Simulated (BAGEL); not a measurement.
**triplet SiH4O4 at 4 levels**

Aim: a comparison of 4 runs (UHF/STO-3G, ROHF/6-31G*, UHF/6-31G*, ROHF/def2-SVP) of triplet SiH4O4. 

The calculation is run with BAGEL 1.2.2.

### Step 1. The structure to begin with

SiH4O4 has 9 atoms, charge 0, and is taken as a triplet. SMILES of the parent species: `O[Si](O)(O)O`. Geometry: relaxed at PBE0-D4/def2-TZVP. This is one conformer, not always the lowest. That shape belongs to the parent species and isn't relaxed for this state.

Bond lengths: O1–Si2 1.631 Å, Si2–O3 1.631 Å, Si2–O4 1.631 Å, Si2–O5 1.631 Å, O1–H6 0.958 Å, O3–H7 0.958 Å, O4–H8 0.958 Å, O5–H9 0.958 Å. Angles: O1–Si2–O3 106.4°, O1–Si2–O4 115.8°, O1–Si2–O5 106.4°, O3–Si2–O4 106.4°, O3–Si2–O5 115.8°, O4–Si2–O5 106.4°, Si2–O1–H6 116.6°, Si2–O3–H7 116.6°, Si2–O4–H8 116.6°, Si2–O5–H9 116.6°.

### Step 2. The energy at UHF/STO-3G (density fitting with cc-pvqz-jkfit) (run 1)

Input file job.json:

```json
{ "bagel" : [

{
  "title" : "molecule",
  "basis" : "sto-3g",
  "df_basis" : "cc-pvqz-jkfit",
  "angstrom" : true,
  "geometry" : [
    { "atom" : "O", "xyz" : [   -0.969050,    0.776350,   -1.057560 ] },
    { "atom" : "Si", "xyz" : [    0.000010,    0.000030,   -0.000040 ] },
    { "atom" : "O", "xyz" : [    1.527610,    0.433680,   -0.372150 ] },
    { "atom" : "O", "xyz" : [   -0.043140,   -1.629280,   -0.059900 ] },
    { "atom" : "O", "xyz" : [   -0.515400,    0.419370,    1.489460 ] },
    { "atom" : "H", "xyz" : [   -0.639460,    0.869750,   -1.952330 ] },
    { "atom" : "H", "xyz" : [    2.226280,   -0.135170,   -0.046190 ] },
    { "atom" : "H", "xyz" : [   -0.768040,   -2.056130,    0.398680 ] },
    { "atom" : "H", "xyz" : [   -0.818790,    1.321420,    1.600040 ] }
  ]
},
{ "title" : "uhf", "nopen" : 2 },
{ "title" : "print", "file" : "orbitals.molden", "orbitals" : true }

]}
```

Run with:

```
BAGEL_NUM_THREADS=1 BAGEL job.json > job.out
```

Output:

```text
* using 1 threads per process

  ===============================================================
  ===============================================================

  *** Geometry ***

  { "atom" : "O", "xyz" : [     -1.831239,      1.467089,     -1.998499 ] },
  { "atom" : "Si", "xyz" : [      0.000019,      0.000057,     -0.000076 ] },
  { "atom" : "O", "xyz" : [      2.886765,      0.819536,     -0.703262 ] },
  { "atom" : "O", "xyz" : [     -0.081523,     -3.078893,     -0.113195 ] },
  { "atom" : "O", "xyz" : [     -0.973965,      0.792494,      2.814671 ] },
  { "atom" : "H", "xyz" : [     -1.208404,      1.643589,     -3.689369 ] },
  { "atom" : "H", "xyz" : [      4.207059,     -0.255434,     -0.087286 ] },
  { "atom" : "H", "xyz" : [     -1.451385,     -3.885523,      0.753396 ] },
  { "atom" : "H", "xyz" : [     -1.547289,      2.497122,      3.023637 ] },

  Number of auxiliary basis functions:      776

  Since a DF basis is specified, we compute 2- and 3-index integrals:
    o Being stored without compression. Storage requirement is 0.007 GB

  Number of basis functions:       33
  Number of electrons      :       50

    * METHOD: MOLECULE                             0.84

  *** Open-shell HF ***

  === Nuclear Repulsion ===
   269.9772670059

      * DIIS with orbital gradients will be used.

  === UHF iteration (sto-3g) ===
      0       -582.78831800          0.03173949           0.12
      1       -582.89505700          0.00625417           0.12
      2       -582.91223976          0.00554941           0.12
      3       -582.92311808          0.00460528           0.12
      4       -582.93711733          0.00423320           0.12
      5       -582.95096692          0.00819232           0.12
[... 29 lines of this table left out ...]
     35       -582.96148072          0.00000001           0.12
     36       -582.96148072          0.00000001           0.14
    * SCF iteration converged.

    * S^2 (UHF) is 2.0186

    * Permanent dipole moment:
           (    0.246921,     0.208106,     0.272409) a.u.

    * METHOD: UHF                                  4.50

    * METHOD: PRINT                                0.00

  ===============================================================
```

Run time: 7.5 s. Hardware: 1 thread of Intel Xeon 6975P-C (Granite Rapids), shared host; peak memory 0.083 GiB.

### Step 3. A single-point energy at ROHF/6-31G(d) (density fitting with cc-pvqz-jkfit, spherical functions) (run 2)

Input file input.json:

```json
{ "bagel" : [

{
  "title" : "molecule",
  "basis" : "6-31gs.json",
  "df_basis" : "cc-pvqz-jkfit",
  "angstrom" : true,
  "geometry" : [
    { "atom" : "O", "xyz" : [   -0.969050,    0.776350,   -1.057560 ] },
    { "atom" : "Si", "xyz" : [    0.000010,    0.000030,   -0.000040 ] },
    { "atom" : "O", "xyz" : [    1.527610,    0.433680,   -0.372150 ] },
    { "atom" : "O", "xyz" : [   -0.043140,   -1.629280,   -0.059900 ] },
    { "atom" : "O", "xyz" : [   -0.515400,    0.419370,    1.489460 ] },
    { "atom" : "H", "xyz" : [   -0.639460,    0.869750,   -1.952330 ] },
    { "atom" : "H", "xyz" : [    2.226280,   -0.135170,   -0.046190 ] },
    { "atom" : "H", "xyz" : [   -0.768040,   -2.056130,    0.398680 ] },
    { "atom" : "H", "xyz" : [   -0.818790,    1.321420,    1.600040 ] }
  ]
},
{ "title" : "rohf", "nopen" : 2 },
{ "title" : "print", "file" : "orbitals.molden", "orbitals" : true }

]}
```

The basis set 6-31G* is read from a file made from the Basis Set Exchange's data (not shown).

Run with:

```
BAGEL_NUM_THREADS=1 BAGEL input.json > input.out
```

Output:

```text
* using 1 threads per process

  ===============================================================
  ===============================================================

  *** Geometry ***

  { "atom" : "O", "xyz" : [     -1.831239,      1.467089,     -1.998499 ] },
  { "atom" : "Si", "xyz" : [      0.000019,      0.000057,     -0.000076 ] },
  { "atom" : "O", "xyz" : [      2.886765,      0.819536,     -0.703262 ] },
  { "atom" : "O", "xyz" : [     -0.081523,     -3.078893,     -0.113195 ] },
  { "atom" : "O", "xyz" : [     -0.973965,      0.792494,      2.814671 ] },
  { "atom" : "H", "xyz" : [     -1.208404,      1.643589,     -3.689369 ] },
  { "atom" : "H", "xyz" : [      4.207059,     -0.255434,     -0.087286 ] },
  { "atom" : "H", "xyz" : [     -1.451385,     -3.885523,      0.753396 ] },
  { "atom" : "H", "xyz" : [     -1.547289,      2.497122,      3.023637 ] },

  Number of auxiliary basis functions:      776

  Since a DF basis is specified, we compute 2- and 3-index integrals:
    o Being stored without compression. Storage requirement is 0.042 GB

  Number of basis functions:       82
  Number of electrons      :       50

    * METHOD: MOLECULE                             0.93

  *** Open-shell HF ***

  === Nuclear Repulsion ===
   269.9772670059

      * DIIS with orbital gradients will be used.

  === ROHF iteration (6-31gs.json) ===
      0       -590.13965728          0.04894581           0.30
      1       -590.37196005          0.02797549           0.31
      2       -590.43993750          0.01702132           0.33
      3       -590.48047017          0.00190815           0.30
      4       -590.48816092          0.00232974           0.31
      5       -590.49213648          0.00200286           0.32
[... 42 lines of this table left out ...]
     48       -590.50702786          0.00000001           0.23
     49       -590.50702786          0.00000001           0.24
    * SCF iteration converged.

    * S^2 (ROHF) is 2.0000

    * Permanent dipole moment:
           (   -0.201698,    -0.169819,    -0.223082) a.u.

    * METHOD: ROHF                                14.64

    * METHOD: PRINT                                0.01

  ===============================================================
```

It took 17 s on 1 thread of Intel Xeon 6975P-C (Granite Rapids), shared host; peak memory 0.16 GiB.

Run 3 isn't shown in full; the table further down has it.

### Step 4. The energy at ROHF/def2-SVP (density fitting with cc-pvqz-jkfit) (run 4)

Edit job.json of step 2 so:

```diff
@@ -4,5 +4,5 @@
   "title" : "molecule",
-  "basis" : "sto-3g",
+  "basis" : "svp",
   "df_basis" : "cc-pvqz-jkfit",
-  "angstrom" : true,
+  "angstrom" : "true",
   "geometry" : [
@@ -19,4 +19,11 @@
 },
-{ "title" : "uhf", "nopen" : 2 },
-{ "title" : "print", "file" : "orbitals.molden", "orbitals" : true }
+{
+  "title" : "rohf",
+  "nopen" : 2
+},
+{
+  "title" : "print",
+  "file" : "orbitals.molden",
+  "orbitals" : "true"
+}
```

Run with:

```
BAGEL_NUM_THREADS=1 BAGEL job.json > job.out
```

Output:

```text
* using 1 threads per process

  ===============================================================
  ===============================================================

  *** Geometry ***

  { "atom" : "O", "xyz" : [     -1.831239,      1.467089,     -1.998499 ] },
  { "atom" : "Si", "xyz" : [      0.000019,      0.000057,     -0.000076 ] },
  { "atom" : "O", "xyz" : [      2.886765,      0.819536,     -0.703262 ] },
  { "atom" : "O", "xyz" : [     -0.081523,     -3.078893,     -0.113195 ] },
  { "atom" : "O", "xyz" : [     -0.973965,      0.792494,      2.814671 ] },
  { "atom" : "H", "xyz" : [     -1.208404,      1.643589,     -3.689369 ] },
  { "atom" : "H", "xyz" : [      4.207059,     -0.255434,     -0.087286 ] },
  { "atom" : "H", "xyz" : [     -1.451385,     -3.885523,      0.753396 ] },
  { "atom" : "H", "xyz" : [     -1.547289,      2.497122,      3.023637 ] },

  Number of auxiliary basis functions:      776

  Since a DF basis is specified, we compute 2- and 3-index integrals:
    o Being stored without compression. Storage requirement is 0.055 GB

  Number of basis functions:       94
  Number of electrons      :       50

    * METHOD: MOLECULE                             0.94

  *** Open-shell HF ***

  === Nuclear Repulsion ===
   269.9772670059

      * DIIS with orbital gradients will be used.

  === ROHF iteration (svp) ===
      0       -589.87081952          0.04133916           0.40
      1       -590.08836576          0.02465475           0.29
      2       -590.15150374          0.01470259           0.31
      3       -590.18875248          0.00176152           0.28
      4       -590.19630430          0.00219897           0.27
      5       -590.19954483          0.00195114           0.26
[... 35 lines of this table left out ...]
     41       -590.21395409          0.00000002           0.32
     42       -590.21395409          0.00000001           0.29
    * SCF iteration converged.

    * S^2 (ROHF) is 2.0000

    * Permanent dipole moment:
           (   -0.197869,    -0.166545,    -0.218845) a.u.

    * METHOD: ROHF                                14.95

    * METHOD: PRINT                                0.01

  ===============================================================
```

Run time: 18 s. Hardware: 1 thread of Intel Xeon 6975P-C (Granite Rapids), shared host; peak memory 0.19 GiB.

### Step 5. Overview of the runs

```
run                                                                  level  energy (Eh)  dipole moment (D)   ⟨S²⟩  wall time
  1                        UHF/STO-3G (density fitting with cc-pvqz-jkfit)  -582.961481               1.07  2.019      7.5 s
  2  ROHF/6-31G* (density fitting with cc-pvqz-jkfit, spherical functions)  -590.507028               0.88  2.000       17 s
  3   UHF/6-31G* (density fitting with cc-pvqz-jkfit, spherical functions)  -590.523613               0.72  2.052       15 s
  4                     ROHF/def2-SVP (density fitting with cc-pvqz-jkfit)  -590.213954               0.86  2.000       18 s
```

### Step 6. Results

```
            quantity          value
 run 4: total energy  -590.21395 Eh
run 4: dipole moment         0.86 D
         run 4: ⟨S²⟩          2.000
```

**Reading.** The dipole moment (its size) runs from 0.72 D (UHF/6-31G*) to 1.07 D (UHF/STO-3G). The two dipoles point in opposite directions. In run 1 the basis is minimal, so the values are rough. All runs together took 58 s, the longest 18 s.
